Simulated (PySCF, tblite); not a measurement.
# C₃H₁₁OSSi₂ radical: geometry, infrared bands and EPR parameters

Aim: predict the infrared bands and EPR parameters of C₃H₁₁OSSi₂ radical (`[CH2]C[SiH2][Si@H](O)SC`).

Computed with tblite 0.8.0 and PySCF 2.14.0, with density-fitted response routines of our own, on a single molecule in the gas phase. Atoms count from 0, in the outputs and in this text.

### 1 The starting structure

18 atoms, charge 0, multiplicity 2; geometry from: force field or distance geometry start.

Bonds of the start (Å): C0–C1 1.48, C1–Si2 1.88, Si2–Si3 2.31, Si3–O4 1.67, Si3–S5 2.14, S5–C6 1.81, C0–H7 1.09, C0–H8 1.09, C1–H9 1.08, C1–H10 1.10, Si2–H11 1.49, Si2–H12 1.49, Si3–H13 1.48, O4–H14 0.96, C6–H15 1.10, C6–H16 1.10, C6–H17 1.09.

### 2 Optimising the geometry with GFN2-xTB

The job: settings as JSON, then the geometry in Å.

```
{"job": {"kind": "relax", "xc": "GFN2-xTB", "basis": "xTB"}, "charge": 0, "multiplicity": 2}
C     -3.418300     0.961700     0.355700
C     -2.356600     0.026000    -0.092400
Si    -0.634700     0.412700     0.568100
Si     0.834900    -1.141900    -0.294600
O      0.465700    -2.687900     0.227900
S      2.837400    -0.824100     0.391000
C      3.350700     0.680700    -0.477300
H     -3.663900     1.844600    -0.232000
H     -3.965300     0.785600     1.280400
H     -2.337200     0.011600    -1.174100
H     -2.638400    -0.991500     0.229000
H     -0.640400     0.389700     2.057400
H     -0.236300     1.782900     0.136500
H      0.842700    -1.119200    -1.770600
H      1.151100    -3.097600     0.765700
H      2.719300     1.526500    -0.173700
H      4.385800     0.915000    -0.205100
H      3.294700     0.531400    -1.556800
```

The run is started by

```sh
$ OMP_NUM_THREADS=1 python probes_run.py task.json out
```

This one command runs all jobs of the session in turn.

**Question.** This job is followed by: GFN2-xTB harmonic vibrations, gas phase; UKS B3LYP, pcH-1 on C H O S Si, non-relativistic, mean-field spin-orbit, GIAO. What will the session give for the following? strongest single infrared mode (GFN2-xTB); zero-point energy (GFN2-xTB); g(iso) (B3LYP); ⟨S²⟩; largest a(iso) (averaged by class); potential on the surface of density 0.002 e/bohr³, 1st and 99th percentile.

The runs gave:

```
                                                                  quantity                    value
                                 strongest single infrared mode (GFN2-xTB)    2163 cm⁻¹, 364 km/mol
                                              zero-point energy (GFN2-xTB)            79.8 kcal/mol
                                                            g(iso) (B3LYP)                  2.00255
                                                                      ⟨S²⟩       0.754 (exact 0.75)
                                        largest a(iso) (averaged by class)  29Si on Si2, -158.7 MHz
potential on the surface of density 0.002 e/bohr³, 1st and 99th percentile       -1.05 V and 2.10 V
```

In words: Over 95 steps the energy fell by 0.229 eV; of the close pairs, C1–Si2 changed most, 1.884 to 1.947 Å. All 48 modes are real, so the xTB geometry is a minimum. The strongest single mode, at 2163 cm⁻¹, moves mainly H12. GFN2-xTB is a fitted tight-binding method: band positions and strengths are rough. Its intensities can rank the bands wrongly. Most of the unpaired spin sits on C0 (0.99 e). The isotropic g lies 0.2 ppt above the free-electron value. The conformer search (at its own cheap level) found a structure 34.6 kcal/mol lower, too far down for a turn about a bond: it may have other bonds, so these spectra needn't be the molecule's.
